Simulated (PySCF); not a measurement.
# CH3Cl2Ge: the cost of one run

Programs: PySCF 2.14.0, with routines of our own; each step states its level. All values are computed. Atoms count from 0.

## Step 1: The system as given

7 atoms, charge 0, multiplicity 2; geometry from: GFN2-xTB.

## Step 2: Open-shell or spin-flip excitations: unrestricted TDA M06-2X/def2-SVPD

The job: settings as JSON, then the geometry in Å.

```
{"job": {"kind": "uabs", "xc": "M06-2X", "basis": "def2-SVPD", "nstates": 10, "tda": true}, "charge": 0, "multiplicity": 2}
Cl    -1.409942     1.643732    -0.472281
C     -0.760191     0.098280     0.036753
Cl    -1.775960    -1.233700    -0.476313
Ge     1.178713    -0.148436    -0.633317
H     -0.728811     0.092757     1.126602
H      1.596711    -1.413840     0.192334
H      1.902815     0.966112     0.199145
```

Method: unrestricted TDA M06-2X/def2-SVPD, vertical, gas phase, core orbitals frozen in the response.

Launch:

```console
OMP_NUM_THREADS=1 python excited_run.py task.json out
```

This one command runs all jobs of the session in turn.

**Question.** How long does this first job take on 1 thread of Arm Neoverse V1, shared host, and how much memory does it need?

About 41 s, with a peak of 0.55 GiB.
